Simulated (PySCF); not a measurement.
# TmH₄O₂ (+3): ligand-field states

What do calculations give for the ligand-field states of TmH₄O₂ (+3)?

Programs: PySCF 2.14.0, with routines of our own; each step states its level. All values are computed. Atoms count from 0.

## 1. The system as given

7 atoms, charge 3, states of the metal's open shell are computed; geometry from: model geometry, bond lengths from ionic radii.

## 2. Ligand-field states: state-averaged CASSCF

The job: settings as JSON, then the geometry in Å.

```
{"job": {"kind": "lf", "basis": {"metal": "x2c-TZVPall", "ligand": "x2c-SVPall"}, "nevpt": true}, "charge": 3, "metal": "Tm", "open_shell": "f12"}
Tm     0.000000     0.000000     0.000000
O      0.000000     0.000000     2.040000
H      0.775000     0.000000     2.615000
H     -0.775000     0.000000     2.615000
O      0.000000     0.000000    -2.040000
H      0.775000     0.000000    -2.615000
H     -0.775000     0.000000    -2.615000
```

Method: state-averaged CASSCF of the metal f shell, SC-NEVPT2 on the averaged canonical orbitals, state-interaction spin-orbit coupling.

Command:

```sh
> OMP_NUM_THREADS=1 python lf_run.py task.json out
```

This one command runs all jobs of the session in turn.

Log:

```text
basis functions 152, electrons 86, active (12e, 7o)
stage 1: DIIS on the effective Fock matrix, level shift 0.30
cycle   1  E = -13711.1868966865  dE = -1.371e+04  max|g| = 4.349e+00
cycle   2  E = -13709.4656614075  dE =  1.721e+00  max|g| = 4.022e+00
cycle   3  E = -13710.2244660637  dE = -7.588e-01  max|g| = 4.180e+00
cycle   4  E = -13714.0653418229  dE = -3.841e+00  max|g| = 6.905e-01
cycle   5  E = -13714.3582016035  dE = -2.929e-01  max|g| = 1.075e-01
cycle   6  E = -13714.3477671871  dE =  1.043e-02  max|g| = 1.177e-01
cycle   7  E = -13714.3859199016  dE = -3.815e-02  max|g| = 6.241e-02
cycle   8  E = -13714.3836762874  dE =  2.244e-03  max|g| = 7.086e-02
cycle   9  E = -13714.2928162508  dE =  9.086e-02  max|g| = 1.926e-01
cycle  10  E = -13714.2410288023  dE =  5.179e-02  max|g| = 2.088e-01
cycle  11  E = -13714.1911911685  dE =  4.984e-02  max|g| = 2.252e-01
cycle  12  E = -13714.1492913129  dE =  4.190e-02  max|g| = 2.431e-01
cycle  13  E = -13714.1065580788  dE =  4.273e-02  max|g| = 2.790e-01
cycle  14  E = -13713.9206210054  dE =  1.859e-01  max|g| = 4.414e-01
cycle  15  E = -13713.8163488417  dE =  1.043e-01  max|g| = 5.501e-01
stage 2: quasi-Newton rotations from the point of smallest gradient
cycle  17  E = -13714.3963399947  dE = -1.042e-02  max|g| = 5.234e-02
cycle  18  E = -13714.3968411473  dE = -5.012e-04  max|g| = 3.860e-02
cycle  19  E = -13714.3972707254  dE = -4.296e-04  max|g| = 1.950e-03
cycle  20  E = -13714.3972749092  dE = -4.184e-06  max|g| = 1.147e-03
cycle  21  E = -13714.3972755818  dE = -6.725e-07  max|g| = 1.038e-04
cycle  22  E = -13714.3972756050  dE = -2.328e-08  max|g| = 3.165e-05
cycle  23  E = -13714.3972756064  dE = -1.375e-09  max|g| = 7.735e-06
converged average energy = -13714.3972756064

 mult deg   label        CASSCF/cm-1   NEVPT2/cm-1
   3   1   3B1g                0.0           0.0
   3   1   3Ag                45.0          16.0
   3   1   3B3g              150.9         190.5
   3   1   3B2g               82.1         195.1
   3   1   3B1g              379.0         585.6
   3   1   3B2g              569.6         650.0
   3   1   3B3g              576.5         652.0
   3   2   3H               1660.2        2008.2
   3   1   3B3g             2597.9        3123.8
   3   1   3B2g             2597.9        3123.8
   3   1   3B3g             8372.4        7678.9
   3   1   3B2g             8373.6        7681.6
   3   1   3B1g             9046.9        8427.0
   3   1   3Ag              9051.8        8431.0
   3   1   3B3g             9233.0        8613.6
   3   1   3B2g             9411.1        8859.0
   3   1   3B1g             9689.5        9252.5
   1   1   1B3g             9426.7        9539.2
   1   1   1B2g             9426.8        9539.4
   1   1   1Ag              9867.1       10094.9
   1   1   1B3g            10031.9       10366.0
   1   2   1G              10018.5       10384.8
   1   1   1B2g            10092.0       10476.5
   1   2   1G              10603.9       11167.6
   1   1   1Ag             27948.5       25595.6
   1   1   1B1g            27969.7       25625.3
   1   1   1Ag             29838.7       27639.5
   1   1   1B2g            29809.7       27855.3
   1   1   1B3g            29967.1       28002.6
   1   1   1B3g            32753.4       29908.1
   1   1   1Ag             32745.1       29927.1
   1   1   1B2g            33364.0       30687.7
   1   1   1B1g            33718.3       31143.9
   1   1   1Ag             33917.5       31419.5
   1   1   1B3g            34646.2       32294.8
   1   1   1B2g            34662.2       32314.7
   3   1   3B3g            37152.3       32698.8
   3   1   3B2g            37619.2       33260.3
   1   1   1B1g            35647.7       33485.9
   1   1   1Ag             35648.3       33486.6
   1   1   1B3g            36638.6       34581.3
   1   1   1B2g            36638.6       34581.4
   1   2   1I              37688.7       35663.8
   3   1   3B1g            39998.5       36011.1
   1   1   1Ag             83941.3       76400.6

spin-orbit levels / cm-1
      0.00  x1  3B1g 0.48 3B2g 0.45
     31.07  x1  3B2g 0.46 3B1g 0.44 3B1g 0.07
     33.21  x1  3Ag 0.47 3B3g 0.29 3B2g 0.15
     86.47  x1  3B3g 0.39 3Ag 0.35 3B1g 0.09
    314.51  x1  3B2g 0.37 3Ag 0.37 3B1g 0.14
    326.31  x1  3B1g 0.50 3B3g 0.35 3B3g 0.06
    389.97  x1  3B3g 0.33 3B1g 0.33 3B1g 0.16
    922.88  x1  3B2g 0.40 3B3g 0.31 3H 0.24
    923.36  x1  3B3g 0.40 3B2g 0.30 3H 0.24
   2072.08  x1  3H 0.86 3B3g 0.13
   2072.09  x1  3H 0.86 3B2g 0.13
   3028.69  x2  3B2g 0.50 3B3g 0.50
   6843.80  x1  1B2g 0.30 3B1g 0.17 3Ag 0.17
   6845.83  x1  1B3g 0.30 3Ag 0.18 3B1g 0.17
   7345.61  x1  3B3g 0.30 3B2g 0.20 1G 0.14
   7346.07  x1  3B2g 0.30 3B3g 0.19 1G 0.14
   7471.47  x1  3B3g 0.17 3B1g 0.16 3B3g 0.14
   7479.06  x1  3Ag 0.17 1G 0.16 3B2g 0.16
   7635.08  x1  1Ag 0.29 3B1g 0.25 3B2g 0.18
   7686.33  x1  1B2g 0.32 3B3g 0.29 3B1g 0.16
   7713.71  x1  1B3g 0.33 3B2g 0.28 3B1g 0.19
   8217.42  x1  3B1g 0.55 3B1g 0.24 3Ag 0.17
   8265.93  x1  3B2g 0.73 3B3g 0.24
   8457.63  x1  3B1g 0.61 3Ag 0.32
   8529.94  x1  3B3g 0.34 3B2g 0.32 3B3g 0.08
   8594.59  x1  3B3g 0.40 3B3g 0.23 3B2g 0.15
   9086.45  x1  3H 0.31 3B3g 0.24 3Ag 0.18
   9099.25  x1  3H 0.31 3B2g 0.25 3B1g 0.14
   9868.22  x1  3H 0.63 3B3g 0.13 3B2g 0.10
   9868.60  x1  3H 0.63 3B2g 0.13 3B3g 0.10
```

Wall time 26 s (1 thread of Arm Neoverse V1, shared host); peak memory 0.38 GiB.

Warnings kept with the result: spin Hamiltonian not valid, low-lying orbital states.

From this job:

| quantity | value |
| --- | --- |
| spin-orbit constant ζ | 2638 cm⁻¹ |

Powder susceptibility:

| T (K) | χT (cm³ K/mol) | μ(eff) |
| --- | --- | --- |
| 2 | 0.554 | 2.10 |
| 5 | 1.384 | 3.33 |
| 10 | 2.701 | 4.65 |
| 20 | 4.372 | 5.91 |
| 30 | 5.074 | 6.37 |
| 50 | 5.616 | 6.70 |
| 75 | 5.905 | 6.87 |
| 100 | 6.087 | 6.98 |
| 150 | 6.329 | 7.11 |
| 200 | 6.483 | 7.20 |
| 250 | 6.589 | 7.26 |
| 300 | 6.665 | 7.30 |

## 3. Ligand-field states: state-averaged CASSCF (soc bare)

The job: settings as JSON, then the geometry in Å.

```
{"job": {"kind": "lf", "basis": {"metal": "x2c-TZVPall", "ligand": "x2c-SVPall"}, "nevpt": true, "soc": "bare"}, "charge": 3, "metal": "Tm", "open_shell": "f12"}
Tm     0.000000     0.000000     0.000000
O      0.000000     0.000000     2.040000
H      0.775000     0.000000     2.615000
H     -0.775000     0.000000     2.615000
O      0.000000     0.000000    -2.040000
H      0.775000     0.000000    -2.615000
H     -0.775000     0.000000    -2.615000
```

Level: state-averaged CASSCF of the metal f shell, SC-NEVPT2 on the averaged canonical orbitals, state-interaction spin-orbit coupling.

Log:

```text
basis functions 152, electrons 86, active (12e, 7o)
stage 1: DIIS on the effective Fock matrix, level shift 0.30
cycle   1  E = -13711.1868966865  dE = -1.371e+04  max|g| = 4.349e+00
cycle   2  E = -13709.4656614075  dE =  1.721e+00  max|g| = 4.022e+00
cycle   3  E = -13710.2244660637  dE = -7.588e-01  max|g| = 4.180e+00
cycle   4  E = -13714.0653418229  dE = -3.841e+00  max|g| = 6.905e-01
cycle   5  E = -13714.3582016035  dE = -2.929e-01  max|g| = 1.075e-01
cycle   6  E = -13714.3477671871  dE =  1.043e-02  max|g| = 1.177e-01
cycle   7  E = -13714.3859199016  dE = -3.815e-02  max|g| = 6.241e-02
cycle   8  E = -13714.3836762874  dE =  2.244e-03  max|g| = 7.086e-02
cycle   9  E = -13714.2928162508  dE =  9.086e-02  max|g| = 1.926e-01
cycle  10  E = -13714.2410288023  dE =  5.179e-02  max|g| = 2.088e-01
cycle  11  E = -13714.1911911685  dE =  4.984e-02  max|g| = 2.252e-01
cycle  12  E = -13714.1492913129  dE =  4.190e-02  max|g| = 2.431e-01
cycle  13  E = -13714.1065580788  dE =  4.273e-02  max|g| = 2.790e-01
cycle  14  E = -13713.9206210054  dE =  1.859e-01  max|g| = 4.414e-01
cycle  15  E = -13713.8163488417  dE =  1.043e-01  max|g| = 5.501e-01
stage 2: quasi-Newton rotations from the point of smallest gradient
cycle  17  E = -13714.3963399947  dE = -1.042e-02  max|g| = 5.234e-02
cycle  18  E = -13714.3968411473  dE = -5.012e-04  max|g| = 3.860e-02
cycle  19  E = -13714.3972707254  dE = -4.296e-04  max|g| = 1.950e-03
cycle  20  E = -13714.3972749092  dE = -4.184e-06  max|g| = 1.147e-03
cycle  21  E = -13714.3972755818  dE = -6.725e-07  max|g| = 1.038e-04
cycle  22  E = -13714.3972756050  dE = -2.328e-08  max|g| = 3.165e-05
cycle  23  E = -13714.3972756064  dE = -1.375e-09  max|g| = 7.735e-06
converged average energy = -13714.3972756064

 mult deg   label        CASSCF/cm-1   NEVPT2/cm-1
   3   1   3B1g                0.0           0.0
   3   1   3Ag                45.0          16.0
   3   1   3B3g              150.9         190.5
   3   1   3B2g               82.1         195.1
   3   1   3B1g              379.0         585.6
   3   1   3B2g              569.6         650.0
   3   1   3B3g              576.5         652.0
   3   2   3H               1660.2        2008.2
   3   1   3B3g             2597.9        3123.8
   3   1   3B2g             2597.9        3123.8
   3   1   3B3g             8372.4        7678.9
   3   1   3B2g             8373.6        7681.6
   3   1   3B1g             9046.9        8427.0
   3   1   3Ag              9051.8        8431.0
   3   1   3B3g             9233.0        8613.6
   3   1   3B2g             9411.1        8859.0
   3   1   3B1g             9689.5        9252.5
   1   1   1B3g             9426.7        9539.2
   1   1   1B2g             9426.8        9539.4
   1   1   1Ag              9867.1       10094.9
   1   1   1B3g            10031.9       10366.0
   1   2   1G              10018.5       10384.8
   1   1   1B2g            10092.0       10476.5
   1   2   1G              10603.9       11167.6
   1   1   1Ag             27948.5       25595.6
   1   1   1B1g            27969.7       25625.3
   1   1   1Ag             29838.7       27639.5
   1   1   1B2g            29809.7       27855.3
   1   1   1B3g            29967.1       28002.6
   1   1   1B3g            32753.4       29908.1
   1   1   1Ag             32745.1       29927.1
   1   1   1B2g            33364.0       30687.7
   1   1   1B1g            33718.3       31143.9
   1   1   1Ag             33917.5       31419.5
   1   1   1B3g            34646.2       32294.8
   1   1   1B2g            34662.2       32314.7
   3   1   3B3g            37152.3       32698.8
   3   1   3B2g            37619.2       33260.3
   1   1   1B1g            35647.7       33485.9
   1   1   1Ag             35648.3       33486.6
   1   1   1B3g            36638.6       34581.3
   1   1   1B2g            36638.6       34581.4
   1   2   1I              37688.7       35663.8
   3   1   3B1g            39998.5       36011.1
   1   1   1Ag             83941.3       76400.6

spin-orbit levels / cm-1
      0.00  x1  3B1g 0.46 3B2g 0.46
     27.58  x1  3B2g 0.47 3B1g 0.42 3B1g 0.08
     42.89  x1  3Ag 0.46 3B3g 0.29 3B2g 0.15
     97.87  x1  3B3g 0.40 3Ag 0.33 3B1g 0.11
    321.79  x1  3B1g 0.48 3B3g 0.35 3B3g 0.07
    337.89  x1  3B2g 0.38 3Ag 0.35 3B1g 0.14
    407.77  x1  3B3g 0.35 3B1g 0.31 3B1g 0.16
    969.29  x1  3B2g 0.38 3B3g 0.29 3H 0.26
    969.63  x1  3B3g 0.38 3B2g 0.29 3H 0.26
   2104.39  x1  3H 0.84 3B3g 0.15
   2104.40  x1  3H 0.84 3B2g 0.15
   3054.65  x2  3B2g 0.49 3B3g 0.49
   6538.84  x1  1B2g 0.34 3B1g 0.22 3Ag 0.20
   6539.79  x1  1B3g 0.34 3Ag 0.22 3B1g 0.20
   6912.83  x1  3B2g 0.34 3B3g 0.29 1G 0.26
   6912.98  x1  3B3g 0.33 3B2g 0.29 1G 0.26
   7123.26  x1  3B3g 0.23 3B1g 0.23 1G 0.21
   7151.71  x1  1G 0.29 3Ag 0.26 3B3g 0.15
   7317.78  x1  3B1g 0.29 1Ag 0.26 3B2g 0.23
   7330.34  x1  1B2g 0.34 3B3g 0.33 3B1g 0.19
   7375.40  x1  1B3g 0.35 3B2g 0.32 3B1g 0.22
  15406.75  x1  3B1g 0.58 3B1g 0.21 3Ag 0.17
  15458.34  x1  3B2g 0.78 3B3g 0.19 3Ag 0.03
  15628.97  x1  3B3g 0.38 3B2g 0.30 3B1g 0.12
  15644.48  x1  3B1g 0.57 3Ag 0.36 3B2g 0.04
  15694.32  x1  3B3g 0.38 3B3g 0.33 3B2g 0.13
  16144.89  x1  3B3g 0.29 3H 0.28 3Ag 0.23
  16166.75  x1  3B2g 0.29 3H 0.28 3B1g 0.18
  17048.87  x1  3H 0.59 3B3g 0.15 3B2g 0.11
  17049.34  x1  3H 0.59 3B2g 0.15 3B3g 0.11
```

It took 20 s on 1 thread of Arm Neoverse V1, shared host; peak memory 0.4 GiB.

Warnings kept with the result: spin Hamiltonian not valid, low-lying orbital states.

In short:

| quantity | value |
| --- | --- |
| spin-orbit constant ζ | 4858 cm⁻¹ |

Powder susceptibility:

| T (K) | χT (cm³ K/mol) | μ(eff) |
| --- | --- | --- |
| 2 | 0.609 | 2.21 |
| 20 | 4.631 | 6.09 |
| 100 | 6.131 | 7.00 |
| 300 | 6.647 | 7.29 |

## 4. Ligand field across the series

From the NEVPT2 states (cm⁻¹; the spread is that of the fitted one-electron ligand-field levels):

| step | setting | ground state | next state | orbital spread | ζ | μ(eff), 300 K |
| --- | --- | --- | --- | --- | --- | --- |
| 2 | as given | 3B1g | 3Ag at 16 | 3187 | 2638 | 7.30 |
| 3 | soc bare | 3B1g | 3Ag at 16 | 3187 | 4858 | 7.29 |

## 5. Results

```
                                                         quantity       value
            spin-orbit constant ζ (step 2, state-averaged CASSCF)   2638 cm⁻¹
ground multiplicity, μ(eff) at 300 K (step 2, 2 donors at 2.04 Å)  3, 7.30 μB
ground multiplicity, μ(eff) at 300 K (step 3, 2 donors at 2.04 Å)  3, 7.29 μB
```

**Reading.** In step 2, χT goes from 0.55 at 2 K to 6.66 cm³ K/mol at 300 K, as higher levels fill or mix in. The bare spin-orbit operator lacks the screening by other electrons, so its ζ comes out too large.
